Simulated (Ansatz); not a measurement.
# AlCl2HO: molecular dynamics

The plan is to follow the molecule's vibrations and see whether its bonds hold. The start is relaxed first. Runs: 300 steps of 1 fs under a Nosé-Hoover thermostat at 300 K.

Program: Ansatz 0.2.0. Level of theory: RKS B3LYP/def2-SVP. These are calculated values, not measurements.

## Step 1: Starting point

Bond lengths: Al1–O2 1.780 Å, O2–H3 1.010 Å, Al1–Cl4 2.230 Å, Al1–Cl5 2.230 Å. Angles: Al1–O2–H3 109.5°, O2–Al1–Cl4 120.0°, O2–Al1–Cl5 120.0°, Cl4–Al1–Cl5 120.0°.

As a file:

```xyz
5

Al    0.0000    0.0000    0.0000
O     0.0000    0.0000    1.7800
H    -0.9095   -0.2814    2.1171
Cl    1.9312    0.0000   -1.1150
Cl   -1.9312    0.0000   -1.1150
```

## Step 2: Preparing the start

Input file input.yaml:

```yaml
crystal:
  periodic: [false, false, false]
  atoms:
    - { symbol: Al, position_ang: [0.0, 0.0, 0.0] }
    - { symbol: O, position_ang: [0.0, 0.0, 1.78] }
    - { symbol: H, position_ang: [-0.9095, -0.2814, 2.1171] }
    - { symbol: Cl, position_ang: [1.9312, 0.0, -1.115] }
    - { symbol: Cl, position_ang: [-1.9312, 0.0, -1.115] }
basis:
  gaussian: { orbitals: def2-SVP }
hamiltonian:
  xc: b3lyp
relax:
  f_tol: 0.02
  max_steps: 40
```

On the command line:

```
$ ansatz run input.yaml --threads 1 --pin off --max-ram 2048MiB --backend cpu --events-out ev --progress --plain --runs-dir out
```

After this run come: The run.

**Question.** What will these runs give? Wanted: relaxation of the start; temperature, first and last step; temperature, second half; potential energy, second half; largest change of the conserved energy; bonds formed or broken.

**Answer**, as computed:

| quantity | value |
| --- | --- |
| relaxation of the start | 6 moves, 0.467 eV lower |
| length | 300 steps of 1 fs |
| temperature, first and last step | 300 and 183 K |
| temperature, second half | mean 294 K, from 37 to 986 K |
| potential energy, second half | +25 meV/atom from the start |
| largest change of the conserved energy | 0.35 meV/atom |
| bonds formed or broken | 0 |

In words: Against a set 300 K the second half averages 294 K with a spread of 198 K. The conserved energy strays from its start by at most 0.35 meV/atom, 1.6 % of the mean kinetic energy, which is good for a step of 1 fs. The bonding pattern survives the run. A run of 300 fs with 5 atoms shows the motion but fixes no equilibrium value. The nuclei move classically, without zero-point motion, which matters most for hydrogen.
